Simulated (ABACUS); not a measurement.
Crystal: AgRh.

```xyz
2
Lattice="2.7776 0.0000 0.0000 -1.3888 2.4055 0.0000 0.0000 0.0000 4.8086" Properties=species:S:1:pos:R:3 pbc="T T T"
Ag    0.0000    0.0000    2.4043
Rh    1.3888    0.8018    0.0000
```

The cell comes from a database or a generator and needn't be the stable form of this composition.

| Item | Value |
| --- | --- |
| Program | ABACUS 3.10.1 |
| Task | single point |
| Functional | PBEsol |
| Potentials or basis | PseudoDojo NC SR 0.4.1 PBEsol standard |
| Cutoff | 1211 eV |
| Density cutoff | 4844 eV |
| Basis | plane waves |
| k mesh | 11 × 11 × 6 |
| Occupations | fermi-dirac, width 0.05 eV |
| Spin | no spin polarisation |

On this cell: pressure -10.5 GPa; largest force under 0.003 eV/Å; band gap on the k mesh none (metal or under the smearing width).

The same run follows on a disturbed copy (atoms moved at random, drawn with an rms of 0.05 Å):

```
Ag Rh
1.0
     2.77759    0.00000    0.00000
    -1.38879    2.40546    0.00000
     0.00000    0.00000    4.80860
Ag Rh
1 1
Direct
  0.97271 0.99520 0.50345
  0.67133 0.31452 0.99114
```

Q: What changes?

A: The energy (extrapolated to zero smearing) moves by +8.5 meV/atom; pressure -10.1 GPa; largest force 0.371 eV/Å; band gap on the k mesh none (metal or under the smearing width).

Forces on the atoms (eV/Å):
```
Ag   0.105 -0.045 -0.353
Rh  -0.105  0.045  0.353
```

Stress tensor (GPa, compression positive):
```
-10.07  -0.52  -0.32
 -0.52 -10.42   0.13
 -0.32   0.13  -9.87
```
